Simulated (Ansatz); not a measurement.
# Ir: the cost of one run

Program: Ansatz 0.2.0. Level of theory: DFT PBEsol, scalar-relativistic. These are calculated values, not measurements.

## (1) The structure to begin with

Symmetry: Fm-3m, No. 225, cubic system. Conventional cell: a = 3.839 Å, b = 3.839 Å, c = 3.839 Å, α = 90.00°, β = 90.00°, γ = 90.00°. Ir (site symmetry m-3m) is surrounded by 12 Ir at 2.71 Å.

Coordinates:

```cif
data_structure
_symmetry_space_group_name_H-M 'Fm-3m'
_symmetry_Int_Tables_number 225
_cell_length_a 3.8394
_cell_length_b 3.8394
_cell_length_c 3.8394
_cell_angle_alpha 90.000
_cell_angle_beta 90.000
_cell_angle_gamma 90.000
_cell_volume 56.60
loop_
_atom_site_label
_atom_site_type_symbol
_atom_site_symmetry_multiplicity
_atom_site_Wyckoff_symbol
_atom_site_fract_x
_atom_site_fract_y
_atom_site_fract_z
_atom_site_occupancy
Ir1 Ir 4 a 0.00000 0.00000 0.00000 1
```

The file gives the conventional cell by its symmetry; the runs use the cell typed in the input.

The structure is an experimental refinement, used without relaxation.

## (2) Volume × 0.94, LAPW

Input file input.yaml:

```yaml
crystal:
  lattice:
    - [0.0, 1.8805114529, 1.8805114529]
    - [1.8805114529, 0.0, 1.8805114529]
    - [1.8805114529, 1.8805114529, 0.0]
  atoms:
    - { symbol: Ir, position: [0.0, 0.0, 0.0] }
kpoints:
  mp_grid: { grid: [15, 15, 15] }
  band_path:
    path:
      - [0.0, 0.0, 0.0]
      - [0.5, 0.0, 0.5]
      - [0.625, 0.25, 0.625]
      - [0.375, 0.375, 0.75]
      - [0.0, 0.0, 0.0]
      - [0.5, 0.5, 0.5]
      - [0.5, 0.25, 0.75]
      - [0.5, 0.0, 0.5]
    npoints: 5
scf:
  occupations: { method: fermi_dirac, width: 0.05 }
hamiltonian:
  xc: pbesol
  pseudopotentials: { kind: all_electron, lapw: { basis_error: 0.0005 } }
output:
  forces: true
  stress: true
  eigenvalues: true
```

Launch:

```bash
> ansatz run input.yaml --threads 1 --pin off --max-ram 3072MiB --backend cpu --events-out ev --progress --plain --runs-dir out
```

What time and memory should one allow on 1 thread of Intel Xeon Platinum 8488C (Sapphire Rapids), shared host?

About 12 s, with a peak of 0.4 GiB.
